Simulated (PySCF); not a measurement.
# F6Re (Re(F)6+): the cost of one run

Method: several levels, as the steps say, no spin–orbit coupling; program: PySCF 2.14.0.

3 further runs of the same task are left out: 2 for a known fault of the program, 1 that didn't finish.

## Step 1: The starting structure

7 atoms, charge 1, spin multiplicity 1.

Bond lengths: Re1–F2 1.817 Å, Re1–F3 1.817 Å, Re1–F4 1.817 Å, Re1–F5 1.817 Å, Re1–F6 1.817 Å, Re1–F7 1.817 Å. Angles: F2–Re1–F3 180.0°, F2–Re1–F4 90.0°, F2–Re1–F5 90.0°, F2–Re1–F6 90.0°, F2–Re1–F7 90.0°, F3–Re1–F4 90.0°, F3–Re1–F5 90.0°, F3–Re1–F6 90.0°, F3–Re1–F7 90.0°, F4–Re1–F5 90.0°, F4–Re1–F6 180.0°, F4–Re1–F7 90.0°, F5–Re1–F6 90.0°, F5–Re1–F7 180.0°, F6–Re1–F7 90.0°.

As a file:

```xyz
7
F6Re
Re    0.00000    0.00000    0.00000
F     0.00000    0.00000    1.81749
F     0.00000    0.00000   -1.81749
F     1.81749    0.00000    0.00000
F     0.00000    1.81749    0.00000
F    -1.81749    0.00000    0.00000
F     0.00000   -1.81749    0.00000
```

Formal oxidation states: Re +7. An earlier session relaxed this geometry at TPSS, Re def2-SVP with ECP60, F def2-SVP (singlet, point group Oh).

At TPSS on the finer grid: E = -676.722077 Eh, HOMO -17.71 eV, LUMO -13.68 eV, Mulliken charge on Re1 +1.80 e, largest force component 0.015 eV/Å. 

Levels to run: M06-L; wB97X; HF; B3LYP; TPSS, TZVP; TPSS, x2c-SVP. Hardware: 2 threads of Arm Neoverse V1, shared host.

## Step 2: M06-L

The input, run.py (the lines that set the calculation):

```python
mol = gto.M(atom='''
Re     0.00000     0.00000     0.00000
F      0.00000     0.00000     1.81749
F      0.00000     0.00000    -1.81749
F      1.81749     0.00000     0.00000
F      0.00000     1.81749     0.00000
F     -1.81749     0.00000     0.00000
F      0.00000    -1.81749     0.00000''',
    basis={'Re': 'def2-SVP', 'F': 'def2-SVP'},
    ecp={'Re': 'def2-SVP'},
    charge=1, spin=0)
mf = dft.RKS(mol, xc='M06L')
mf.grids.atom_grid = (75, 302)
mf = mf.density_fit()  # fitting sets: Re def2-universal-JKFIT, F def2-universal-JKFIT
mf.conv_tol = 1e-08; mf.max_cycle = 55
mf.kernel(dm0)  # dm0: the density of the relaxed state
```

On the command line:

```bash
$ OMP_NUM_THREADS=2 python run.py
```

**Question.** How long does this run take on 2 threads of Arm Neoverse V1, shared host?

About 10 s.
